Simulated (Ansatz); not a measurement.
TiAg, space group P4/nmm: relaxations under a series of pressures, run with Ansatz 0.2.0, Python API.

`tiag_compress.py`
```python
from dataclasses import dataclass
import warnings

import ansatz as az
import numpy as np
import pandas as pd


@dataclass(frozen=True)
class Options:
    cutoff_ev: int = 530
    functional: str = "r2scan"
    kmesh: tuple[int, ...] = (7, 7, 3)
    occupations: str = "gaussian"
    smearing_width: float = 0.05


cfg = Options()

def edges_and_angles(cell):
    cell = np.asarray(cell)
    a, b, c = np.linalg.norm(cell, axis=1)
    cosines = cell[1] @ cell[2] / (b * c), cell[0] @ cell[2] / (a * c), cell[0] @ cell[1] / (a * b)
    return (a, b, c, *np.degrees(np.arccos(cosines)))


def main() -> None:
    warnings.simplefilter("ignore", az.DeckWarning)

    structure = (
        az.Lattice.of([2.903812, 0.0, 0.0], [0.0, 2.903812, 0.0], [0.0, 0.0, 8.132703])
        .atom("Ti", [0.0, 0.5, 0.883488])
        .atom("Ti", [0.5, 0.0, 0.116512])
        .atom("Ag", [0.0, 0.5, 0.373251])
        .atom("Ag", [0.5, 0.0, 0.626749])
    )

    setup = structure.calculation()
    setup = setup.basis(cfg.cutoff_ev).functional(cfg.functional)
    setup = setup.kpoints(mesh=cfg.kmesh)
    setup = setup.occupations(cfg.occupations, width=cfg.smearing_width)

    rows = []
    for pressure in [0, 2, 4, 6, 8]:
        result = setup.relax(cell=True, pressure=pressure).run(threads=1)
        cell = result.lattice.cell_ang
        n_atoms = len(result.lattice.sites)
        volume = abs(np.linalg.det(cell)) / n_atoms
        enthalpy = result.report["free_energy_ev"] / n_atoms + pressure * volume / 160.21766
        rows.append((pressure, volume, enthalpy, *edges_and_angles(cell)))
        print(f"{pressure} GPa done: {volume:.4f} A^3/atom")

    table = pd.DataFrame(rows, columns=["P_GPa", "V_A3_atom", "H_eV_atom", "a", "b", "c", "alpha", "beta", "gamma"])
    print(table.round(4).to_string(index=False))
    p, v = np.array([row[0] for row in rows], float), np.array([row[1] for row in rows])
    print("mean bulk modulus between rows (GPa):", np.round(-np.diff(p) / np.diff(np.log(v)), 1))


if __name__ == "__main__":
    main()
```

From its runs, with one value withheld:

| P (GPa) | relaxed V (Å³/atom) |
| --- | --- |
| 0 | 17.127 |
| 2 | ? |
| 4 | 16.580 |
| 6 | 16.339 |
| 8 | 16.117 |

What volume does the cell relax to at 2 GPa?

Murnaghan's form V = V0 (1 + B' P / B0)^(-1/B') through the 4 rows shown gives V0 = 17.127 Å³, B0 = 114.4 GPa and B' = 4.52, and so 16.841 Å³ an atom at 2 GPa. The run gave 16.840 Å³, 0.00 % away.

What to keep in mind:
- The run is spin-unpolarised.
- At a fixed pressure a relaxation lowers the enthalpy F + PV, while F alone can rise.
- For a metal this k-point mesh is coarse: on a finer one energies can move by several to tens of meV an atom and pressures by half a GPa or more, differences at one mesh by less.
- This cell is a computed structure, which may not be the phase found in nature.
- Symmetry holds the cell in this phase, whether or not it is the stable one at each pressure.
- Finished in 3.8 min on 1 thread of Arm Neoverse V1, on a shared host, peak memory 0.66 GiB.
